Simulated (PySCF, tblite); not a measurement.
# C8H11B: geometry, infrared bands and NMR shifts

What infrared bands and NMR shifts should C8H11B (`C#CB/C=C\CCC=C`) show?

Computed with tblite 0.8.0 and PySCF 2.14.0, with density-fitted response routines of our own, on a single molecule in the gas phase. Atoms count from 0, in the outputs and in this text.

## Step 1: Starting geometry

20 atoms, charge 0, multiplicity 1; geometry from: force field or distance geometry start.

Bonds of the start (Å): C0–C1 1.22, C1–B2 1.53, B2–C3 1.55, C3–C4 1.34, C4–C5 1.49, C5–C6 1.51, C6–C7 1.51, C7–C8 1.35, C0–H9 1.06, B2–H10 1.19, C3–H11 1.09, C4–H12 1.09, C5–H13 1.12, C5–H14 1.12, C6–H15 1.11, C6–H16 1.12, C7–H17 1.07, C8–H18 1.08, C8–H19 1.08.

## Step 2: Relaxing the molecule with GFN2-xTB

The job: settings as JSON, then the geometry in Å.

```
{"job": {"kind": "relax", "xc": "GFN2-xTB", "basis": "xTB"}, "charge": 0, "multiplicity": 1}
C      4.119600    -1.474700    -2.431100
C      3.026100    -1.162900    -1.997900
B      1.673400    -0.760100    -1.412500
C      1.419800    -0.823300     0.113500
C      0.513100     0.006000     0.650600
C     -0.251800     0.979700    -0.175100
C     -1.719600     0.664200    -0.021200
C     -2.157600     0.766400     1.415800
C     -2.663900    -0.353600     1.976300
H      5.072600    -1.732600    -2.820500
H      0.721900    -0.912100    -2.117600
H      1.966900    -1.540800     0.730800
H      0.308300    -0.009100     1.720600
H      0.056000     0.869600    -1.242900
H     -0.022100     1.991000     0.248300
H     -1.923600    -0.379200    -0.325600
H     -2.346300     1.373200    -0.629000
H     -2.091200     1.672200     1.982300
H     -2.702200    -1.217300     1.325600
H     -3.004600    -0.355600     3.006300
```

Launch:

```console
$ OMP_NUM_THREADS=1 python probes_run.py task.json out
```

One launch serves the whole session: the jobs run in the order shown.

**Question.** This job is followed by: GFN2-xTB harmonic vibrations, gas phase; GIAO PBE0/pcSseg-1 NMR shielding, non-relativistic, gas phase. What will the session give for the following? strongest single infrared mode (GFN2-xTB); zero-point energy (GFN2-xTB); 13C shifts against TMS (PBE0/pcSseg-1); 1H shifts against TMS (PBE0/pcSseg-1, means over atoms taken as alike); 11B shifts against BF3·OEt2 (PBE0/pcSseg-1); surface potential, 1st and 99th percentile.

The runs gave:

```
                                                              quantity                                                     value
                             strongest single infrared mode (GFN2-xTB)                                     1642 cm⁻¹, 229 km/mol
                                          zero-point energy (GFN2-xTB)                                            100.6 kcal/mol
                                13C shifts against TMS (PBE0/pcSseg-1)  174.8, 147.2, 143.9, 129.6, 124.4, 103.0, 39.2, 35.0 ppm
1H shifts against TMS (PBE0/pcSseg-1, means over atoms taken as alike)  7.58, 6.84, 6.47, 6.14, 5.50, 5.49, 4.34, 2.78, 2.34 ppm
                           11B shifts against BF3·OEt2 (PBE0/pcSseg-1)                                                  50.6 ppm
                                 surface potential, 1st and 99th percentile                                        -0.85 V and 1.25 V
```

What this shows: Over 108 steps the energy fell by 0.525 eV; of the close pairs, C7–C8 changed most, 1.351 to 1.320 Å. No mode is imaginary among the 54: a minimum at this level. The strongest single mode, at 1642 cm⁻¹, moves mainly C4 and C3. Unscaled tight-binding wavenumbers are off by several per cent, some by more. Its intensities can rank the bands wrongly. At PBE0/pcSseg-1: The widest tensor belongs to C1: span 314 ppm, with a paramagnetic part of -170 ppm. By nearest atom (PBE0/pcSseg-1), the HOMO sits on C8 22 %; C7 17 % and the LUMO on B2 36 %; C0, C4 about 17 % each.
